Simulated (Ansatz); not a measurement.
**CHBClN: vertical ionisation energy**

One table from this session's results is given with a row withheld; the runs are named, their logs left out.

Computed with Ansatz 0.2.0, Gaussian basis. Level: unrestricted cation, the program's frozen cores in correlated methods.

The runs, in order: UKS PBE-D4/def2-TZVPP; UKS r2SCAN-D4/def2-TZVPP; UKS PBE0-D4/def2-TZVPP; UKS B3LYP-D4/def2-TZVPP; UKS wB97X-V/def2-TZVPP; UKS wB97M-V/def2-TZVPP; UKS B2PLYP/def2-TZVPP; UHF-CCSD(T)/def2-TZVPP; UHF-MP2/def2-QZVPP; extrapolation to the limit; then −ε(HOMO) from the neutral's earlier runs with LDA (SPW92), PBE-D4, revPBE-D4, BLYP-D4, r2SCAN-D4, B97M-V, PBE0-D4, B3LYP-D4, r2SCANh-D4, r2SCAN0-D4, HSE06-D4, BHLYP-D4, CAM-B3LYP-D4, LC-ωPBE, ωB97X-V, ωB97M-V.

**Structure used throughout**

The geometry comes from an earlier relaxation with PBE0-D4 in a triple-zeta def2 set; it is a stationary point.

5 atoms, charge 0, spin multiplicity 1.

Atoms are counted from 1 here; the program's logs count them from 0.

Bond lengths: N1–C2 1.152 Å, C2–B3 1.528 Å, B3–Cl4 1.723 Å, B3–H5 1.186 Å. Angles: N1–C2–B3 178.6°, C2–B3–Cl4 119.2°, C2–B3–H5 120.7°, Cl4–B3–H5 120.1°.

The first run:

The input, in.yaml:

```yaml
crystal:
  periodic: [false, false, false]
  atoms:
    - {symbol: N, position_ang: [1.053199, -1.411133, 1.218174]}
    - {symbol: C, position_ang: [0.513389, -0.630856, 0.564159]}
    - {symbol: B, position_ang: [-0.176576, 0.429720, -0.293294]}
    - {symbol: Cl, position_ang: [-1.594458, 0.005202, -1.176196]}
    - {symbol: H, position_ang: [0.254445, 1.533467, -0.354241]}
basis:
  gaussian: {orbitals: def2-TZVPP}
total_charge: 1
magnetization: {spin_polarized: true, initial_magnetization: 1}
hamiltonian: {xc: pbe, dispersion: d4}
```

Among the steps run: Cation, UKS PBE-D4/def2-TZVPP; Cation, UKS r2SCAN-D4/def2-TZVPP; Cation, UKS PBE0-D4/def2-TZVPP; Cation, UKS B3LYP-D4/def2-TZVPP; Cation, UKS wB97X-V/def2-TZVPP; Cation, UKS wB97M-V/def2-TZVPP; Cation, UKS B2PLYP (frozen core)/def2-TZVPP; Cation, UHF-CCSD(T)/def2-TZVPP; Cation, UHF-MP2/def2-QZVPP.

One table of the session follows, with a row left open; its other results are not shown here.

For comparison, −ε(HOMO) of the neutral from earlier runs:

| functional | −ε(HOMO) (eV) |
| --- | --- |
| LDA (SPW92) | 8.34 |
| PBE-D4 | 8.22 |
| revPBE-D4 | 8.17 |
| BLYP-D4 | 8.09 |
| r2SCAN-D4 | 8.57 |
| B97M-V | 8.64 |
| PBE0-D4 | 9.68 |
| B3LYP-D4 | 9.42 |
| r2SCANh-D4 | 9.10 |
| r2SCAN0-D4 | 9.91 |
| HSE06-D4 | 9.27 |
| BHLYP-D4 | 11.02 |
| CAM-B3LYP-D4 | 11.11 |
| LC-ωPBE | 12.54 |
| ωB97X-V | ? |
| ωB97M-V | 11.98 |

Estimate the missing values for ωB97X-V.

As computed: −ε(HOMO) (eV): 12.14. In the column «−ε(HOMO) (eV)» it lies between ωB97M-V (11.98) and LC-ωPBE (12.54).
